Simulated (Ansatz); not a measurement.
# C3H6 + H4Si: molecular dynamics

Program: Ansatz 0.2.0. Level of theory: RKS B3LYP-D4/6-31G*. These are calculated values, not measurements.

**1. Starting point**

Bond lengths: Si1–H2 1.460 Å, Si1–H3 1.461 Å, Si1–H4 1.462 Å, Si1–H5 1.460 Å, C6–C7 1.497 Å, C6–C8 1.497 Å, C7–C8 1.497 Å, C6–H9 1.080 Å, C6–H10 1.079 Å, C7–H11 1.079 Å, C7–H12 1.079 Å, C8–H13 1.079 Å, C8–H14 1.079 Å. Angles (14 of 24 angles, heavy atoms first): C6–C7–C8 60.0°, C7–C6–C8 60.0°, C6–C8–C7 60.0°, C6–C7–H11 118.3°, C6–C7–H12 118.3°, C8–C7–H11 118.4°, C8–C7–H12 118.3°, C7–C6–H9 118.3°, C7–C6–H10 118.3°, C8–C6–H9 118.3°, C8–C6–H10 118.4°, C6–C8–H13 118.5°, C6–C8–H14 118.3°, C7–C8–H13 118.4°.

Coordinates:

```xyz
14

Si   -0.0236    0.0020   -2.8814
H    -0.9817   -1.0658   -2.6114
H     1.2170   -0.2531   -2.1527
H    -0.5870    1.2829   -2.4581
H     0.2611    0.0538   -4.3124
C     0.2060    0.2852    2.3940
C    -0.0323   -0.8512    1.4493
C    -0.1345    0.5605    0.9627
H    -0.5407    0.4912    3.1465
H     1.2156    0.4719    2.7265
H    -0.9408   -1.4238    1.5558
H     0.8149   -1.4413    1.1341
H     0.6399    0.9355    0.3115
H    -1.1141    0.9523    0.7355
```

**2. Preparing the start**

input.yaml reads:

```yaml
crystal:
  periodic: [false, false, false]
  atoms:
    - { symbol: Si, position_ang: [-0.0236, 0.002, -2.8814] }
    - { symbol: H, position_ang: [-0.9817, -1.0658, -2.6114] }
    - { symbol: H, position_ang: [1.217, -0.2531, -2.1527] }
    - { symbol: H, position_ang: [-0.587, 1.2829, -2.4581] }
    - { symbol: H, position_ang: [0.2611, 0.0538, -4.3124] }
    - { symbol: C, position_ang: [0.206, 0.2852, 2.394] }
    - { symbol: C, position_ang: [-0.0323, -0.8512, 1.4493] }
    - { symbol: C, position_ang: [-0.1345, 0.5605, 0.9627] }
    - { symbol: H, position_ang: [-0.5407, 0.4912, 3.1465] }
    - { symbol: H, position_ang: [1.2156, 0.4719, 2.7265] }
    - { symbol: H, position_ang: [-0.9408, -1.4238, 1.5558] }
    - { symbol: H, position_ang: [0.8149, -1.4413, 1.1341] }
    - { symbol: H, position_ang: [0.6399, 0.9355, 0.3115] }
    - { symbol: H, position_ang: [-1.1141, 0.9523, 0.7355] }
basis:
  gaussian: { orbitals: "6-31G*" }
hamiltonian:
  xc: b3lyp
  dispersion: d4
relax:
  f_tol: 0.02
  max_steps: 40
```

Run with:

```bash
> ansatz run input.yaml --threads 1 --pin off --max-ram 2048MiB --backend cpu --events-out ev --progress --plain --runs-dir out
```

Q: Estimate wall time and peak memory on 1 thread of an Arm CPU, shared host.

About 43 s, with a peak of 0.17 GiB.
